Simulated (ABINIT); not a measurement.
Runs of ABINIT 10.8.3 (patched build) on TeAs2. Symmetry: I4_1/amd, No. 141, tetragonal system. The conventional cell has a = 7.113 Å, b = 7.113 Å, c = 5.881 Å, α = 90.00°, β = 90.00°, γ = 90.00°. Around Te (site symmetry -4m2) lie 4 As at 2.83 Å. As (site symmetry 2/m) has 2 Te at 2.83 Å and 4 As at 2.91 Å as nearest neighbours. The cell comes from a database or a generator and needn't be the stable form of this composition.

```tsv
level	gap on the mesh (eV)	pressure (GPa)	relaxed volume (Å³/atom)
PBE	none	0.0	(a)
PBE+D2	none	0.0	23.85
PBE+D3(BJ)	none	0.0	23.39
PBE+D3	none	0.0	24.16
```

Alike in all rows: task relaxation of cell and atoms; potentials or basis JTH PAW PBE v2.0; no spin polarisation; cell relaxed; k mesh 5 × 5 × 5; cutoff (eV) 408; smearing fermi-dirac 0.05 eV.

Q: Fill in the values left out.

A: (a) 24.70.

Caveats: pairwise dispersion overbinds metals, which lowers pressure and volume (some runs).

A k mesh can miss the band edges, and the runs leave out spin-orbit coupling on As, Te.

A gap of «none» marks a metal or a gap under the smearing width.

Not every run made on this cell is shown here.
